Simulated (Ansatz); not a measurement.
# GdRe (CsCl type): a single-point run

The task is a single-point run on GdRe (CsCl type). The structure is shown as the input types it.

Computed with Ansatz 0.2.0 (DFT PBE, scalar-relativistic, plane waves, PAW, unless a step's input says otherwise).

1 further run of the same task is left out (it didn't finish). Runs told in other sessions of the task aren't counted.

### 1 The starting structure

It takes space group Pm-3m (No. 221, cubic). The conventional cell has a = 3.460 Å, b = 3.460 Å, c = 3.460 Å, α = 90.00°, β = 90.00°, γ = 90.00°. Gd (site symmetry m-3m) has 8 Re at 3.00 Å in its first shell of neighbours. Re (site symmetry m-3m) is surrounded by 8 Gd at 3.00 Å.

Coordinates:

```cif
data_structure
_symmetry_space_group_name_H-M 'P 1'
_symmetry_Int_Tables_number 1
_cell_length_a 3.4599
_cell_length_b 3.4599
_cell_length_c 3.4599
_cell_angle_alpha 90.000
_cell_angle_beta 90.000
_cell_angle_gamma 90.000
_cell_volume 41.42
loop_
_atom_site_label
_atom_site_type_symbol
_atom_site_fract_x
_atom_site_fract_y
_atom_site_fract_z
_atom_site_occupancy
Gd1 Gd 0.00000 0.00000 0.00000 1
Re1 Re 0.50000 0.50000 0.50000 1
```

### 2 Input and run

File input.yaml:

```yaml
crystal:
  lattice:
    - [3.45990474, 0.0, 0.0]
    - [0.0, 3.45990474, 0.0]
    - [0.0, 0.0, 3.45990474]
  atoms:
    - { symbol: Gd, position: [0.0, 0.0, 0.0], spin: 7.0 }
    - { symbol: Re, position: [0.5, 0.5, 0.5] }
basis:
  ecutwfc: 420
  ecutrho_ratio: 4
kpoints:
  mp_grid: { grid: [10, 10, 10] }
hamiltonian:
  xc: pbe
scf:
  occupations: { method: fermi_dirac, width: 5.0 }
  max_iter: 60
output:
  forces: true
  stress: true
magnetization:
  spin_polarized: true
```

Started as:

```console
> ansatz run input.yaml --threads 2 --pin off --max-ram 2662MiB --backend cpu --events-out ev --progress --plain --runs-dir out
```

**Question.** How will this run end, and is anything wrong with its input?

The run converged and reported no error, with warnings (seeded moment not kept). It gives a pressure of 108 GPa, which is large; a structure far from rest gives such values too, whatever the setting.

In the input, scf.occupations.method is fermi_dirac; scf.occupations.width is 5.0. Occupations are smeared over electronvolts, wider than many features of the bands. A Fermi-Dirac width of 5 eV is an electron temperature of 58000 K.

The test: set scf.occupations.method to gaussian and scf.occupations.width to 0.05.
